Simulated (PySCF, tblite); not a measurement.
**C₅H₁₃AlFN: geometry, infrared bands and NMR shifts**

Aim: predict the infrared bands and NMR shifts of C₅H₁₃AlFN (`C[C@@]1([AlH2-][NH3+])CC[C@H]1F`).

Computed with tblite 0.8.0 and PySCF 2.14.0, with density-fitted response routines of our own, on a single molecule in the gas phase. Atoms are numbered from 0 throughout.

**1. Starting geometry**

21 atoms, charge 0, multiplicity 1; geometry from: force field or distance geometry start.

Bonds of the start (Å): C0–C1 1.51, C1–Al2 1.98, Al2–N3 1.91, C1–C4 1.54, C4–C5 1.53, C5–C6 1.53, C6–F7 1.36, C6–C1 1.50, C0–H8 1.12, C0–H9 1.11, C0–H10 1.11, Al2–H11 1.60, Al2–H12 1.59, N3–H13 1.04, N3–H14 1.05, N3–H15 1.05, C4–H16 1.10, C4–H17 1.09, C5–H18 1.09, C5–H19 1.11, C6–H20 1.09.

**2. Relaxing the molecule with GFN2-xTB**

Job settings and geometry (Å):

```
{"job": {"kind": "relax", "xc": "GFN2-xTB", "basis": "xTB"}, "charge": 0, "multiplicity": 1}
C     -0.034700     1.237600     0.857900
C     -0.330900     0.109400    -0.100400
Al     1.310400    -0.336800    -1.118100
N      2.792800    -0.016500     0.040200
C     -0.955700    -1.130100     0.560100
C     -2.285300    -0.402200     0.349900
C     -1.611000     0.209700    -0.879900
F     -2.024200     1.469500    -1.203800
H      0.559000     1.984700     0.280300
H      0.623900     0.862700     1.670600
H     -0.951600     1.707700     1.273600
H      1.350700     0.627600    -2.388800
H      1.209700    -1.855800    -1.574700
H      3.595900     0.285300    -0.540700
H      2.519300     0.700500     0.753000
H      3.021100    -0.898100     0.568100
H     -0.916000    -1.980200    -0.135100
H     -0.668300    -1.318500     1.593400
H     -3.142100    -1.041200     0.138900
H     -2.452500     0.345500     1.146900
H     -1.619400    -0.543800    -1.673200
```

The run is started by

```
$ OMP_NUM_THREADS=1 python probes_run.py task.json out
```

One launch serves the whole session: the jobs run in the order shown.

**Question.** This job is followed by: GFN2-xTB harmonic vibrations, gas phase; GIAO PBE0/pcSseg-1 NMR shielding, non-relativistic, gas phase. Predict these results of the whole session: strongest single infrared mode (GFN2-xTB); zero-point energy (GFN2-xTB); 13C shifts against TMS (PBE0/pcSseg-1); 1H shifts against TMS (PBE0/pcSseg-1, means over atoms taken as alike); 27Al shifts against AlH4- (PBE0/pcSseg-1); 15N shifts against NH3 (PBE0/pcSseg-1); 19F shifts against CFCl3 (PBE0/pcSseg-1); surface potential, 1st and 99th percentile.

The runs gave:

| quantity | value |
| --- | --- |
| strongest single infrared mode (GFN2-xTB) | 649 cm⁻¹, 528 km/mol |
| zero-point energy (GFN2-xTB) | 103.9 kcal/mol |
| 13C shifts against TMS (PBE0/pcSseg-1) | 99.9, 35.5, 28.5, 28.2, 17.7 ppm |
| 1H shifts against TMS (PBE0/pcSseg-1, means over atoms taken as alike) | 5.37, 4.11, 4.05, 2.40, 2.27, 2.18, 2.07, 1.85, 1.20 ppm |
| 27Al shifts against AlH4- (PBE0/pcSseg-1) | 85.8 ppm |
| 15N shifts against NH3 (PBE0/pcSseg-1) | 31.7 ppm |
| 19F shifts against CFCl3 (PBE0/pcSseg-1) | -227.1 ppm |
| surface potential, 1st and 99th percentile | -1.46 V and 2.73 V |

What this shows: Relaxing lowered the energy by 1.113 eV in 222 steps; the close pair that moved most is Al2–N3, from 1.908 to 2.045 Å. All 57 modes are real, so the xTB geometry is a minimum. The strongest single mode, at 649 cm⁻¹, moves mainly H12 and H11. Unscaled tight-binding wavenumbers are off by several per cent, some by more. Its intensities can rank the bands wrongly. C6 (sp3 CH bonded to F) lies farthest downfield among carbon, at 99.9 ppm; deshielded by the electronegative neighbour. The most deshielded hydrogen is H20 (hydrogen on an sp3 CH bonded to F), at 5.37 ppm: its carbon carries F, which withdraws density.
